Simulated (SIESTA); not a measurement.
Ba2Tl5V3O12 in SIESTA: the effect of basis

The system is Ba2Tl5V3O12.

```
CELL_PARAMETERS angstrom
6.65272 0.04946 0.02017
2.86070 8.36464 0.00384
2.68279 2.46936 9.19569
ATOMIC_POSITIONS crystal
Ba 0.80419 0.04665 0.02264
Ba 0.21205 0.95157 0.34012
V 0.74540 0.70796 0.33582
V 0.25963 0.26599 0.03225
V 0.04074 0.07695 0.66106
Tl 0.25636 0.39847 0.35003
Tl 0.58966 0.34866 0.60553
Tl 0.57327 0.88069 0.66842
Tl 0.74552 0.49664 0.11648
Tl 0.11891 0.64206 0.74303
O 0.28433 0.09717 0.54175
O 0.85350 0.49575 0.34386
O 0.40255 0.20448 0.17282
O 0.88414 0.05377 0.55967
O 0.14017 0.47956 0.98899
O 0.54627 0.73631 0.48712
O 0.90594 0.24279 0.73262
O 0.61543 0.80058 0.18857
O 0.05538 0.16451 0.10164
O 0.08209 0.90404 0.80708
O 0.44178 0.20123 0.89187
O 0.94269 0.80417 0.30862
```

The cell was built by a generator and needn't be a form met in nature.

Alike in all runs:

| Property | Result |
| --- | --- |
| Program | SIESTA 5.4.2 |
| Task | band structure |
| Functional | PBE |
| Potentials or basis | PseudoDojo 0.4 standard (PBE files) |
| Grid cutoff | 800 Ry |
| Energy shift | 0.003 Ry |
| k mesh | 5 × 4 × 3 |
| Occupations | fermi-dirac, width 0.05 eV |
| Spin | collinear spin, ferromagnetic start |
| Starting moments | [0.0, 0.0, 2.0, 2.0, 2.0, 0.0, 0.0, 0.0, 0.0, 0.0, 0.0, 0.0, 0.0, 0.0, 0.0, 0.0, 0.0, 0.0, 0.0, 0.0, 0.0, 0.0] μB |

```csv
basis,gap on the mesh (eV),pressure (GPa),largest force (eV/Å)
SZP,2.78,1.2,0.57
DZP,?,?,?
TZP,2.85,0.9,0.33
TZDP,2.86,1.2,0.57
```

What does the run with basis DZP give?

gap on the mesh 2.86 eV; pressure 1.1 GPa; largest force 0.37 eV/Å.

Caveats: this set's barium file shifts pressures by up to 1 GPa against other sets; spin-orbit coupling is left out, which as a rule narrows the gap of such compounds by several tenths of an eV; the basis of atomic orbitals isn't converged, which shifts pressures, moduli and gaps.

